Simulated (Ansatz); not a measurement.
Working through an atomisation energy of CH4NOSb, SMILES N[CH]1[O][SbH]1

Program: Ansatz 0.2.0, Python API.

Notebook, run cell by cell (the value of a cell's last expression is shown):

```python
from collections import Counter

import ansatz as az
```

```python
def energy_of(molecule, charge=0, unpaired=0):
    calc = molecule.calculation().basis(gaussian="def2-SVPD").functional("pbe0")
    if charge:
        calc = calc.charge(charge)
    if unpaired:
        calc = calc.spin("collinear", total=unpaired)
    return calc.run(threads=1, pin="off").report["free_energy_ev"]

geometry_ang = [
    ("N", (-0.0021, 1.3702, -0.2487)),
    ("C", (0.4245, 0.0449, -0.0968)),
    ("O", (0.5462, -0.2675, 1.2199)),
    ("Sb", (-0.9724, -1.348, 0.5114)),
    ("H", (-0.4271, 1.4835, -1.2491)),
    ("H", (-0.8535, 1.6003, 0.3869)),
    ("H", (1.3365, -0.238, -0.702)),
    ("H", (0.0401, -2.7025, 0.1227)),
]
mol = az.Crystal.molecule()
for symbol, xyz in geometry_ang:
    mol = mol.atom(symbol, xyz)
```

```python
# unpaired electrons of the ground-state atoms
unpaired = {"N": 3, "C": 2, "O": 2, "Sb": 3, "H": 1}
counts = Counter(site.symbol for site in mol.cartesian_sites)
atom_energy = {s: energy_of(az.Crystal.molecule().atom(s, (0, 0, 0)), 0, unpaired[s]) for s in counts}
whole = energy_of(mol, 0, 0)
for s, e in atom_energy.items():
    print(f"{s:2s} x{counts[s]}  {e:14.5f} eV")
print(f"CH4NOSb: {whole:.5f} eV")
split = sum(counts[s] * e for s, e in atom_energy.items()) - whole
print(f"atomisation energy (no zero-point term): {split:.3f} eV, {split / sum(counts.values()):.3f} eV an atom")
```

    N  x1     -1482.47340 eV
    C  x1     -1027.54175 eV
    O  x1     -2039.00188 eV
    Sb x1     -6536.67909 eV
    H  x4       -13.61361 eV
    CH4NOSb: -11166.89766 eV
    atomisation energy (no zero-point term): 26.747 eV, 3.343 eV an atom

26.747 eV from the electronic energies, without the zero-point term.

Total energies depend on the basis set; only differences at equal settings carry meaning. The geometry is a force-field or estimated start, not a minimum of this method, and the basis set is short of its limit. All parts are taken at fixed geometry, without zero-point energy. def2 sets replace the cores of elements past krypton by effective core potentials. The spin-orbit lowering of heavy atoms is left out. Finished in 5.8 s on 1 thread of Arm Neoverse V1, on a shared host, peak memory 0.28 GiB.
